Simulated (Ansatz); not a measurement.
# GaGeTe: the cost of one run

Method: DFT r2SCAN, scalar-relativistic, plane waves, PAW, in Ansatz 0.2.0.

1 further run of the same task is left out (set aside as unsound or not needed).

**1. The structure to begin with**

Symmetry: R-3m, No. 166, trigonal system. The conventional cell has a = 4.050 Å, b = 4.050 Å, c = 34.932 Å, α = 90.00°, β = 90.00°, γ = 120.00°. Around Ga (site symmetry 3m) lie 1 Ge at 2.43 Å and 3 Te at 2.66 Å. Ge (site symmetry 3m) has 1 Ga at 2.43 Å and 3 Ge at 2.47 Å as nearest neighbours. Around Te (site symmetry 3m) lie 3 Ga at 2.66 Å.

Coordinates:

```xyz
6
Lattice="2.0248 1.1690 11.6439 -2.0248 1.1690 11.6439 0.0000 -2.3381 11.6439" Properties=species:S:1:pos:R:3 pbc="T T T"
Ga    0.0000    0.0000    8.8119
Ga    0.0000    0.0000   26.1199
Ge    0.0000    0.0000   11.2440
Ge    0.0000    0.0000   23.6878
Te    0.0000    0.0000    4.0999
Te    0.0000    0.0000   30.8318
```

It goes back to an entry of the Materials Project.

This cell was relaxed beforehand with the same method: volume 27.56 Å³/atom, gap on the mesh 0.12 eV.

**2. The same geometry with r2SCAN**

Contents of input.yaml:

```yaml
crystal:
  lattice:
    - [2.024842386, 1.1690432966, 11.6439149945]
    - [-2.024842386, 1.1690432966, 11.6439149945]
    - [0.0, -2.3380865932, 11.6439149945]
  atoms:
    - { symbol: Ga, position: [0.2522602364, 0.2522602364, 0.2522602364] }
    - { symbol: Ga, position: [0.7477397636, 0.7477397636, 0.7477397636] }
    - { symbol: Ge, position: [0.3218837394, 0.3218837394, 0.3218837394] }
    - { symbol: Ge, position: [0.6781162606, 0.6781162606, 0.6781162606] }
    - { symbol: Te, position: [0.1173693582, 0.1173693582, 0.1173693582] }
    - { symbol: Te, position: [0.8826306418, 0.8826306418, 0.8826306418] }
basis:
  ecutwfc: 500
kpoints:
  mp_grid: { grid: [12, 12, 12] }
  band_path:
    path:
      - [[0.0, 0.0, 0.0], [0.5, 0.5, 0.5], [0.82661329, 0.17338671, 0.5]]
      - [[0.5, -0.17338671, 0.17338671], [0.5, 0.0, 0.0], [0.0, 0.0, 0.0], [0.33669335, -0.33669335, 0.0]]
      - [[0.66330665, 0.0, 0.33669335], [0.5, 0.0, 0.5], [0.0, 0.0, 0.0]]
    npoints: 14
hamiltonian:
  xc: r2scan
scf:
  occupations: { method: gaussian, width: 0.01 }
  n_extra_bands: 15
output:
  forces: true
  stress: true
  eigenvalues: true
  populations: true
  dos: { projected: true, de: 0.02, nscf_kmesh: { grid: [18, 18, 18] } }
  bader: true
```

Launch:

```bash
> ansatz run input.yaml --threads 4 --pin off --max-ram 10240MiB --backend cpu --events-out ev --progress --plain --runs-dir out
```

**Question.** How long does this run take on 4 threads of Arm Neoverse N1, shared host, and how much memory does it need?

About 5.6 min, with a peak of 3.9 GiB.
